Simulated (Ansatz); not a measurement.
# Hf2B: the cost of one run

Method: DFT PBE, scalar-relativistic, plane waves, PAW, in Ansatz 0.2.0.

3 further runs of the same task are left out: 3 set aside as unsound or not needed.

## Step 1: The starting structure

Symmetry: P6/mmm, No. 191, hexagonal system. The conventional cell has a = 3.576 Å, b = 3.576 Å, c = 3.861 Å, α = 90.00°, β = 90.00°, γ = 120.00°. Hf (site symmetry -6m2) has 3 Hf at 2.06 Å and 6 B at 2.83 Å as nearest neighbours. B (site symmetry 6/mmm) is surrounded by 12 Hf at 2.83 Å.

Structure file:

```cif
data_structure
_symmetry_space_group_name_H-M 'P6/mmm'
_symmetry_Int_Tables_number 191
_cell_length_a 3.5760
_cell_length_b 3.5760
_cell_length_c 3.8611
_cell_angle_alpha 90.000
_cell_angle_beta 90.000
_cell_angle_gamma 120.000
_cell_volume 42.76
loop_
_atom_site_label
_atom_site_type_symbol
_atom_site_symmetry_multiplicity
_atom_site_Wyckoff_symbol
_atom_site_fract_x
_atom_site_fract_y
_atom_site_fract_z
_atom_site_occupancy
Hf1 Hf 2 d 0.33333 0.66667 0.50000 1
B1 B 1 a 0.00000 0.00000 0.00000 1
```

This is candidate A: AlB2 type (P6/mmm, No. 191).

(A quick probe on a coarse mesh, which set the mesh and smearing, is not shown.)

## Step 3: A loose first relaxation (candidate A)

File input.yaml:

```yaml
crystal:
  lattice:
    - [3.575999444, 0.0, 0.0]
    - [-1.787999722, 3.0969063624, 0.0]
    - [0.0, 0.0, 3.8611289678]
  atoms:
    - { symbol: Hf, position: [0.3333333333, 0.6666666667, 0.5] }
    - { symbol: Hf, position: [0.6666666667, 0.3333333333, 0.5] }
    - { symbol: B, position: [0.0, 0.0, 0.0] }
basis:
  ecutwfc: 420
kpoints:
  mp_grid: { grid: [6, 6, 4] }
hamiltonian:
  xc: pbe
scf:
  occupations: { method: gaussian, width: 0.1 }
  lower_state_search: "off"
output:
  forces: true
  stress: true
  eigenvalues: true
relax:
  adjacent_minimum: "off"
  f_tol: 0.04
  max_steps: 70
  cell: { stress_tol: 0.4 }
```

Launch:

```
$ ansatz run input.yaml --threads 1 --pin off --max-ram 2560MiB --backend cpu --events-out ev --progress --plain --runs-dir out
```

**Question.** How long does this run take on 1 thread of an x86-64 CPU, shared host, and how much memory does it need?

About 84 s, with a peak of 0.37 GiB.
